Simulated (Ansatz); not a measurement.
HgF₃, space group Fm-3m, Fermi-surface readings

Computed with Ansatz 0.2.0 through its Python package.

At the Python prompt:
```pycon
>>> import warnings
>>> import ansatz as az
>>> warnings.simplefilter("ignore", az.DeckWarning)
>>> lattice = az.Lattice.of(
...     [0.0, 2.863171, 2.863171],
...     [2.863171, 0.0, 2.863171],
...     [2.863171, 2.863171, 0.0],
... )
>>> sites = [
...     ("Hg", [0.0, 0.0, 0.0]),
...     ("F", [0.25, 0.25, 0.25]),
...     ("F", [0.75, 0.75, 0.75]),
...     ("F", [0.5, 0.5, 0.5]),
... ]
>>> structure = az.Crystal(lattice=lattice)
>>> for symbol, position in sites:
...     structure = structure.atom(symbol, position)
...
>>> len(structure.resolved().sites)
4
>>> setup = (
...     structure.calculation()
...     .functional("PBE")
...     .basis(420)
...     .kpoints(7)
...     .occupations("Fermi-Dirac", width=0.15)
...     .eigenstates(nscf_kmesh=(10, 10, 10), level_slopes=True)
... )
>>> surface = setup.run(threads=1).fermi_surface().to_plain()

>>> for way, reading in surface.items():
...     if reading:
...         rho_lambda = [f"{v:.3e}" for v in reading["resistivity_times_mean_free_path_ohm_m2"]]
...         print(f"{way:24s} area {reading['spin_summed_area_per_ang2']:8.3f} 1/A^2  rho*lambda (ohm m^2) {rho_lambda}")
...
by_tetrahedra            area   40.877 1/A^2  rho*lambda (ohm m^2) ['7.479e-16', '7.479e-16', '7.479e-16']
by_slopes                area   39.674 1/A^2  rho*lambda (ohm m^2) ['7.706e-16', '7.706e-16', '7.706e-16']
on_every_second_point    area   32.876 1/A^2  rho*lambda (ohm m^2) ['9.299e-16', '9.299e-16', '9.299e-16']
```

Caveats:
- The cell holds an odd number of electrons and is run without spin, so a magnetic state may lie lower.
- The mesh is modest for a metal, so energies can be off by several to tens of meV an atom and pressures by half a GPa or more; differences at equal mesh fare better.
- Spin-orbit coupling, which matters for elements this heavy, is left out.
- This cell is a computed structure, which may not be the phase found in nature.
- The three readings differ by the mesh error.
- Finished in 4 s on 1 thread of Arm Neoverse V1, on a shared host, peak memory 0.35 GiB.

(Lines on the test bed's own set-up are left out of the output.)
